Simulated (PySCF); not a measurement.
The system is F3GeCl, in a box.

```
CELL_PARAMETERS angstrom
12.00000 0.00000 0.00000
0.00000 12.00000 0.00000
0.00000 0.00000 12.00000
ATOMIC_POSITIONS crystal
F 0.39354 0.41001 0.61440
Ge 0.47865 0.44865 0.50814
F 0.60862 0.40110 0.53775
F 0.43425 0.38233 0.39126
Cl 0.47814 0.62117 0.48665
```

Base run:

| Property | Result |
| --- | --- |
| Program | PySCF 2.14.0 |
| Functional | r2SCAN0 |
| Dispersion | D4 |
| Potentials or basis | def2-svp (all-electron) |
| k mesh | 1 × 1 × 1 |
| Occupations | fixed |
| Spin | no spin polarisation |

Its results: gap between the frontier levels 9.44 eV.

Problem. The run is repeated on the same cell with these changes: functional from r2SCAN0 to RPBE. What comes out?

Solution. Gap between the frontier levels 6.33 eV.

r2SCAN0 gives the wider gap, since exact exchange removes part of the self-interaction.

Caveats: this is a molecule in a periodic box at the Γ point, so its band gap is the HOMO-LUMO gap; relativity is left out, which matters for the heavier elements; the basis of atomic orbitals isn't converged, which shifts pressures, moduli and gaps.

A k mesh can miss the band edges.

Not every run made on this cell is shown here.
